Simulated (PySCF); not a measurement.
# C₅H₁₁As: magnetic properties

Programs: PySCF 2.14.0, with routines of our own; each step states its level. All values are computed. Atoms count from 0.

### Step 1. The starting structure

17 atoms, charge 0, multiplicity 1; geometry from: GFN2-xTB.

### Step 2. Magnetic properties: GIAO PBE0/pcSseg-1

Job settings and geometry (Å):

```
{"job": {"kind": "mag", "xc": "PBE0", "basis": "pcSseg-1", "isotopologues": 2}, "charge": 0, "multiplicity": 1}
C      2.739458    -0.000241     0.016324
C      1.354630    -0.317137     0.475063
C      0.250801     0.022381    -0.173817
C     -1.132185    -0.274176     0.280455
C     -1.986363    -0.858308    -0.842196
As    -2.022305     1.397344     0.970019
H      3.291206    -0.920855    -0.177120
H      3.279069     0.550358     0.786960
H      2.723139     0.595401    -0.893583
H      1.286190    -0.875049     1.401766
H      0.324671     0.571833    -1.106524
H     -1.101488    -0.980053     1.119503
H     -3.003034    -1.044896    -0.491352
H     -1.566665    -1.797286    -1.202228
H     -2.036988    -0.161881    -1.680386
H     -1.601419     2.235037    -0.205850
H     -0.805716     1.869556     1.713057
```

With the program's defaults for keys left out, this is: GIAO PBE0/pcSseg-1 magnetisability, rotational g tensor and spin-rotation constants, non-relativistic, gas phase.

On the command line:

```bash
$ OMP_NUM_THREADS=1 python excited_run.py task.json out
```

One launch serves the whole session: the jobs run in the order shown.

**Question.** How long does this first job take on 1 thread of Arm Neoverse V1, shared host, and how much memory does it need?

About 30 s, with a peak of 0.97 GiB.
